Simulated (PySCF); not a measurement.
**C₄H₁₀AsB: electronic excitations**

Wanted: the electronic excitations of C₄H₁₀AsB (`[AsH2]BC1CCC1`), by calculation.

The runs use PySCF 2.14.0, with density-fitted response routines of our own; the level of theory stands in each step. All values are computed, except where a source is named. Atoms count from 0, in the outputs and in this text.

### 1 The starting structure

16 atoms, charge 0, multiplicity 1; geometry from: GFN2-xTB.

Bonds of the start (Å): As0–B1 2.00, B1–C2 1.57, C2–C3 1.55, C3–C4 1.53, C4–C5 1.53, C5–C2 1.55, As0–H6 1.50, As0–H7 1.50, B1–H8 1.18, C2–H9 1.10, C3–H10 1.09, C3–H11 1.09, C4–H12 1.09, C4–H13 1.09, C5–H14 1.09, C5–H15 1.09.

### 2 Ultraviolet spectrum: CAM-B3LYP/def2-SVPD

What the job is given:

```
{"job": {"kind": "uv", "xc": "CAM-B3LYP", "basis": "def2-SVPD", "nstates": 8, "ntriplets": 3}, "charge": 0, "multiplicity": 1}
As     2.546687    -1.267425    -0.073279
B      1.492121     0.426265     0.006337
C      0.042878     0.505231     0.601794
C     -0.820752    -0.774866     0.672530
C     -1.791425    -0.171425    -0.351318
C     -1.051062     1.170450    -0.275996
H      3.807682    -0.639859     0.440431
H      2.184352    -1.732144     1.307349
H      1.932135     1.405350    -0.476606
H      0.121775     1.001446     1.576813
H     -1.274008    -0.951579     1.646902
H     -0.318779    -1.691214     0.349593
H     -1.730395    -0.641201    -1.331580
H     -2.834385    -0.144246    -0.040213
H     -0.702928     1.563244    -1.230177
H     -1.611494     1.950915     0.235943
```

Level: TDDFT CAM-B3LYP/def2-SVPD, vertical, gas phase, core orbitals frozen in the response.

The run is started by

```
> OMP_NUM_THREADS=1 python probes_run.py task.json out
```

The driver reads the jobs from task.json and runs them one after another.

Predict these results of the whole session: lowest singlet (CAM-B3LYP/def2-SVPD); brightest single state of those computed; lowest triplet.

**Answer**, as computed:

```
                                quantity                        value
    lowest singlet (CAM-B3LYP/def2-SVPD)  4.60 eV (270 nm), f = 0.038
brightest single state of those computed  state 5, 6.65 eV, f = 0.098
                          lowest triplet                      3.89 eV
```

What this shows: The lowest singlet, at 4.60 eV, is HOMO→LUMO 0.89 and is weak; of the 8 states computed, the strongest absorption comes from state 5 at 6.65 eV. The lowest triplet lies 0.71 eV below the lowest singlet (triplets in Tamm-Dancoff, singlets in full TDDFT).
